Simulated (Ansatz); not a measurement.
B2H4O, SMILES BBO, the interaction energy of a dimer with the counterpoise correction

Computed with the Ansatz DFT code, driven from Python.

Run as a notebook:

In [1]:
```python
import ansatz as az
```

In [2]:
```python
FIRST = [
    ('B', (-0.8961, 0.1707, -0.5878)),
    ('B', (0.288, 0.2285, 0.503)),
    ('O', (0.9352, -1.0099, 0.8513)),
    ('H', (-1.2011, -0.7898, -1.1065)),
    ('H', (-1.4924, 1.2142, -0.902)),
    ('H', (0.6156, 1.2642, 1.0088)),
    ('H', (1.7511, -1.0781, 0.2331)),
]
SECOND = [
    ('B', (3.1467, 1.1005, 3.3007)),
    ('B', (2.4819, 1.0238, 4.7661)),
    ('O', (1.0883, 0.6705, 4.8488)),
    ('H', (2.5716, 0.8515, 2.3563)),
    ('H', (4.3416, 1.42, 3.1849)),
    ('H', (3.1233, 1.256, 5.7513)),
    ('H', (1.0691, -0.3464, 4.9832)),
]
```

In [3]:
```python
def energy(atoms, ghosts=()):
    molecule = az.Crystal.molecule()
    for symbol, xyz in atoms:
        molecule = molecule.atom(symbol, xyz)
    calc = (
        molecule.calculation()
        .basis(gaussian='cc-pVDZ')
        .functional('pbe0')
    )
    deck = calc.input()
    if ghosts:
        deck = deck.set(az.key.basis.gaussian.ghost_atoms, [{'symbol': s, 'position_ang': list(xyz)} for s, xyz in ghosts])
    return az.Session.from_dict(deck).plan().execute().report['free_energy_ev']
```

In [4]:
```python
both = energy(FIRST + SECOND)
alone = energy(FIRST) + energy(SECOND)
ghosted = energy(FIRST, SECOND) + energy(SECOND, FIRST)
print(f'dimer {both:.6f} eV')
print(f'interaction, uncorrected   {96.485332 * (both - alone):8.3f} kJ/mol')
print(f'interaction, counterpoise  {96.485332 * (both - ghosted):8.3f} kJ/mol')
print(f'basis-set superposition    {96.485332 * (alone - ghosted):8.3f} kJ/mol')
```
```text
dimer -6917.736148 eV
interaction, uncorrected     -2.037 kJ/mol
interaction, counterpoise    -0.018 kJ/mol
basis-set superposition       2.018 kJ/mol
```

Uncorrected it is -2.037 kJ/mol, with the counterpoise correction -0.018 kJ/mol; the difference, 2.02 kJ/mol, is the superposition error.

Reading the output:
- These settings explore the input space; basis and method may be short of convergence.
- The dimer is a generated trial pose of unrelaxed monomers, not a minimum, so the figure is no binding energy, and the basis set is small.
- This level lacks the dispersion part of the attraction (electrostatics and induction are there), which can decide the sign where the interaction is weak.
- Wall time of the script: 12 s on 1 thread of Arm Neoverse V1, with other jobs on the host, peak memory 0.28 GiB.

(Lines on the test bed's own set-up are left out of the output.)
